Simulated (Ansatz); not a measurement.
# C2H9BSSi: a ladder of functionals and wavefunction methods

One table from this session's results is given with a row withheld; the runs are named, their logs left out.

Computed with Ansatz 0.2.0, Gaussian basis. Level: functionals in def2-TZVPP, the program's frozen cores in correlated methods.

Levels to be run: PBE-D4, r2SCAN-D4, PBE0-D4, B3LYP-D4, ωB97X-V, ωB97M-V, B2PLYP; CCSD(T)/def2-TZVPP; MP2/def2-QZVPP; extrapolation to the limit.

## Structure used throughout

An earlier PBE0-D4 in a triple-zeta def2 set relaxation fixed the geometry.

SMILES `CBS[SiH2]C`, 14 atoms, charge 0, spin multiplicity 1.

Atoms are counted from 1 here; the program's logs count them from 0.

Bond lengths: C1–B2 1.557 Å, C1–H6 1.091 Å, C1–H7 1.097 Å, C1–H8 1.096 Å, B2–S3 1.790 Å, B2–H9 1.200 Å, S3–Si4 2.155 Å, Si4–C5 1.863 Å, Si4–H10 1.485 Å, Si4–H11 1.486 Å, C5–H12 1.092 Å, C5–H13 1.093 Å, C5–H14 1.092 Å. Angles: B2–C1–H6 115.0°, B2–C1–H7 109.4°, B2–C1–H8 109.6°, H6–C1–H7 108.6°, H6–C1–H8 108.7°, H7–C1–H8 105.2°, C1–B2–S3 120.8°, C1–B2–H9 120.5°, S3–B2–H9 118.7°, B2–S3–Si4 99.8°, S3–Si4–C5 111.3°, S3–Si4–H10 108.9°, S3–Si4–H11 105.5°, C5–Si4–H10 111.0°, C5–Si4–H11 110.9°, H10–Si4–H11 109.0°, Si4–C5–H12 110.5°, Si4–C5–H13 110.4° and more.

As a file:

```xyz
14
C2H9BSSi
C    -1.41681    1.24070    2.13336
B    -0.53061    0.41381    1.15542
S     0.86859    1.16466    0.32888
Si    1.55534   -0.51798   -0.82987
C     0.34707   -0.94916   -2.18085
H    -1.12310    2.28494    2.24953
H    -1.41119    0.76389    3.12096
H    -2.46178    1.20413    1.80325
H    -0.77126   -0.74298    0.94569
H     1.77141   -1.67217    0.07943
H     2.86211   -0.10061   -1.40223
H    -0.61867   -1.23001   -1.75547
H     0.72070   -1.79015   -2.77126
H     0.19542   -0.09826   -2.84816
```

The first run:

File in.yaml:

```yaml
crystal:
  periodic: [false, false, false]
  atoms:
    - {symbol: C, position_ang: [-1.416813, 1.240699, 2.133364]}
    - {symbol: B, position_ang: [-0.530611, 0.413813, 1.155425]}
    - {symbol: S, position_ang: [0.868586, 1.164658, 0.328885]}
    - {symbol: Si, position_ang: [1.555337, -0.517984, -0.829871]}
    - {symbol: C, position_ang: [0.347068, -0.949163, -2.180849]}
    - {symbol: H, position_ang: [-1.123104, 2.284938, 2.249532]}
    - {symbol: H, position_ang: [-1.411192, 0.763887, 3.120958]}
    - {symbol: H, position_ang: [-2.461782, 1.204134, 1.803247]}
    - {symbol: H, position_ang: [-0.771257, -0.742982, 0.945689]}
    - {symbol: H, position_ang: [1.771407, -1.672166, 0.079428]}
    - {symbol: H, position_ang: [2.862113, -0.100615, -1.402228]}
    - {symbol: H, position_ang: [-0.618671, -1.230009, -1.755465]}
    - {symbol: H, position_ang: [0.720700, -1.790149, -2.771257]}
    - {symbol: H, position_ang: [0.195418, -0.098259, -2.848158]}
basis:
  gaussian: {orbitals: def2-TZVPP}
hamiltonian: {xc: pbe, dispersion: d4}
output: {forces: true, orbitals: {seedname: orbitals}}
```

On the command line:

```bash
ansatz run in.yaml --threads 4 --pin off --events-out ev --progress --plain --max-ram 10444MiB
```

Steps of the session up to this table: PBE-D4 (GGA); r2SCAN-D4 (meta-GGA); PBE0-D4 (hybrid); B3LYP-D4 (hybrid); ωB97X-V (range-separated); ωB97M-V (range-separated); B2PLYP (double hybrid); CCSD(T) in def2-TZVPP; MP2 in def2-QZVPP.

One of the session's tables, all rows but one given; the rest of the session is left out.

| method | atomisation energy (kcal/mol) |
| --- | --- |
| PBE-D4 | 1223.0 |
| r2SCAN-D4 | ? |
| PBE0-D4 | 1214.8 |
| B3LYP-D4 | 1212.6 |
| ωB97X-V | 1216.4 |
| ωB97M-V | 1216.9 |
| B2PLYP | 1198.4 |
| HF/def2-TZVPP | 932.3 |
| MP2/def2-TZVPP | 1191.1 |
| CCSD/def2-TZVPP | 1169.0 |
| CCSD(T)/def2-TZVPP | 1182.7 |
| MP2/CBS | 1218.1 |
| CCSD(T)/CBS | 1209.7 |

Q: Estimate the row for r2SCAN-D4 from the others.

As computed: atomisation energy (kcal/mol): 1218.2. In the column «atomisation energy (kcal/mol)» it lies between MP2/CBS (1218.1) and PBE-D4 (1223.0).
